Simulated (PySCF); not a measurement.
# BeI−: bond curves at several levels of theory

One table from this session's results is given with a row withheld; the runs are named, their logs left out.

The runs use PySCF 2.14.0; Be aug-cc-pVDZ, I aug-cc-pVDZ-PP with ECP28, scalar-relativistic core potentials.

1 further run of the same task is left out (set aside as unsound or not needed).

Set-up of the first run:

A driver script around PySCF takes these settings:

| Item | Value |
| --- | --- |
| atoms | Be, I |
| charge | -1 |
| basis | Be aug-cc-pVDZ, I aug-cc-pVDZ-PP with ECP28 |
| Hamiltonian | scalar-relativistic core potentials |
| basis functions | 55 |
| electrons treated | 30 |
| masses in u | 9.0122, 126.9045 |
| levels | PBE0, PBE, r²SCAN, PBEsol, B97-3, TPSS, ωB97X, HF, MP2, SCS-MP2, CCSD, CCSD(T) |
| grid | 80 radial by 434 angular points |
| occupations | held fixed by the projection of orbital angular momentum |
| dissociation limit | Be + I−, each in its ground configuration |
| starting distance in angstrom | 2.370 |
| values of 2S to try | 0, 2 |

On the command line:

```sh
$ OMP_NUM_THREADS=1 python dia.py task.json out
```

Steps of the session up to this table: Set-up; First curve: PBE0; Other states along the same grid; PBE (GGA); r²SCAN (meta-GGA); PBEsol (GGA); B97-3; TPSS; ωB97X; RHF (mean field); MP2 and coupled cluster.

One of the session's tables, all rows but one given; the rest of the session is left out.

It belongs to the step «The curves together». Energy (eV) from each level's lowest point:

```
R (Å)    RHF  RHF-MP2  RHF-SCS-MP2  RHF-CCSD  RHF-CCSD(T)
2.144  0.395    0.281        0.302       n/a          n/a
2.244  0.194    0.112        0.127     0.148        0.137
2.343  0.080    0.029        0.038     0.049        0.043
2.418      ?        ?            ?         ?            ?
2.493  0.009    0.000        0.000     0.000        0.000
2.568  0.000    0.010        0.007     0.001        0.005
2.667  0.003    0.039        0.030     0.019        0.027
2.792  0.020    0.086        0.071     0.053        0.068
2.942  0.050    0.151        0.128     0.103        0.125
3.141  0.093    0.235        0.203       n/a          n/a
```

Estimate the missing values for R (Å) = 2.418.

Worked estimate for «RHF». A straight line through the neighbours (2.343, 0.080) and (2.493, 0.009) gives 0.080 + (0.009 − 0.080) × (2.418 − 2.343) / (2.493 − 2.343) = 0.044; a parabola fitted to 4 rows on both sides gives 0.031.

The run gave: RHF: 0.034; RHF-MP2: 0.004; RHF-SCS-MP2: 0.008; RHF-CCSD: 0.014; RHF-CCSD(T): 0.010. In «RHF» the line misses by +0.010 and the parabola by -0.003.
